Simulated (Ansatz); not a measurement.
# C₂H₈ClGeNO: geometry optimisation

What shape does C₂H₈ClGeNO take? The plan is to relax it.

Method: RKS PBE0-D4/def2-TZVP; program: Ansatz 0.2.0, Gaussian basis.

Levels to be run: relaxation at PBE0-D4/def2-TZVP.

1 further run of the same task is left out (set aside as unsound or not needed).

### 1 Where the work starts

14 atoms, charge 0, spin multiplicity 1.

Atoms are counted from 1 here; the program's logs count them from 0.

Bond lengths: C1–N2 1.454 Å, C1–H7 1.094 Å, C1–H8 1.089 Å, C1–H9 1.091 Å, N2–Ge3 1.821 Å, N2–H10 1.013 Å, Ge3–Cl4 2.096 Å, Ge3–O5 1.756 Å, Ge3–H11 1.516 Å, O5–C6 1.415 Å, C6–H12 1.092 Å, C6–H13 1.092 Å, C6–H14 1.091 Å. Angles: N2–C1–H7 113.1°, N2–C1–H8 108.5°, N2–C1–H9 109.4°, H7–C1–H8 108.3°, H7–C1–H9 108.8°, H8–C1–H9 108.6°, C1–N2–Ge3 123.1°, C1–N2–H10 110.8°, Ge3–N2–H10 114.6°, N2–Ge3–Cl4 116.3°, N2–Ge3–O5 107.8°, N2–Ge3–H11 106.8°, Cl4–Ge3–O5 101.1°, Cl4–Ge3–H11 112.0°, O5–Ge3–H11 112.8°, Ge3–O5–C6 126.1°, O5–C6–H12 111.2°, O5–C6–H13 111.6° and more.

Geometry (Å):

```mol
C2H8ClGeNO
  3D, bonds by distance, orders not assigned

 14 13  0  0  0  0  0  0  0  0999 V2000
   -1.6003   -0.1627   -1.7720 C   0  0
   -0.9223    0.0849   -0.5093 N   0  0
    0.4231   -0.9692    0.1198 Ge  0  0
   -0.1380   -2.8511    0.8532 Cl  0  0
    1.0611   -0.2173    1.5731 O   0  0
    1.5503    1.1057    1.6798 C   0  0
   -2.3833   -0.9233   -1.6972 H   0  0
   -0.8640   -0.5002   -2.4992 H   0  0
   -2.0454    0.7665   -2.1321 H   0  0
   -1.5791    0.3963    0.1959 H   0  0
    1.4524   -1.0758   -0.9880 H   0  0
    2.4658    1.2366    1.0998 H   0  0
    0.8120    1.8348    1.3411 H   0  0
    1.7677    1.2748    2.7352 H   0  0
  1  2  8  0
  2  3  8  0
  3  4  8  0
  3  5  8  0
  5  6  8  0
  1  7  8  0
  1  8  8  0
  1  9  8  0
  2 10  8  0
  3 11  8  0
  6 12  8  0
  6 13  8  0
  6 14  8  0
M  END
```

The start is a GFN2-xTB geometry.

### 2 Relaxation at PBE0-D4/def2-TZVP

in.yaml reads:

```yaml
crystal:
  periodic: [false, false, false]
  atoms:
    - {symbol: C, position_ang: [-1.600340, -0.162660, -1.772000]}
    - {symbol: N, position_ang: [-0.922290, 0.084900, -0.509350]}
    - {symbol: Ge, position_ang: [0.423130, -0.969230, 0.119820]}
    - {symbol: Cl, position_ang: [-0.137960, -2.851110, 0.853200]}
    - {symbol: O, position_ang: [1.061090, -0.217270, 1.573080]}
    - {symbol: C, position_ang: [1.550280, 1.105710, 1.679820]}
    - {symbol: H, position_ang: [-2.383300, -0.923290, -1.697220]}
    - {symbol: H, position_ang: [-0.863970, -0.500180, -2.499220]}
    - {symbol: H, position_ang: [-2.045400, 0.766550, -2.132110]}
    - {symbol: H, position_ang: [-1.579140, 0.396270, 0.195940]}
    - {symbol: H, position_ang: [1.452370, -1.075850, -0.988020]}
    - {symbol: H, position_ang: [2.465820, 1.236580, 1.099790]}
    - {symbol: H, position_ang: [0.811960, 1.834800, 1.341110]}
    - {symbol: H, position_ang: [1.767750, 1.274790, 2.735170]}
basis:
  gaussian: {orbitals: def2-TZVP}
hamiltonian: {xc: pbe0, dispersion: d4}
relax: {f_tol: 0.005, max_steps: 150}
```

On the command line:

```
$ ansatz run in.yaml --threads 2 --pin off --events-out ev --progress --plain --max-ram 32768MiB --backend cuda --devices 0, --max-vram 18GiB
```

Before running them: what should the planned runs give, taken together? Wanted: point group; shift from the start; total energy; dispersion term; dipole moment.

As calculated:

```
                  quantity           value
               point group              C1
                     steps              13
shift from the start (rms)         0.132 Å
              total energy  -74769.3136 eV
           dispersion term        -279 meV
             dipole moment          2.82 D
```

What this shows: The atoms moved 0.13 Å (rms) from the start; the bond that changed most is Ge3–Cl4, from 2.096 to 2.153 Å. No vibrations were run, so it is not proven to be a minimum. The largest Mulliken charge, +0.63 e, sits on Ge3.
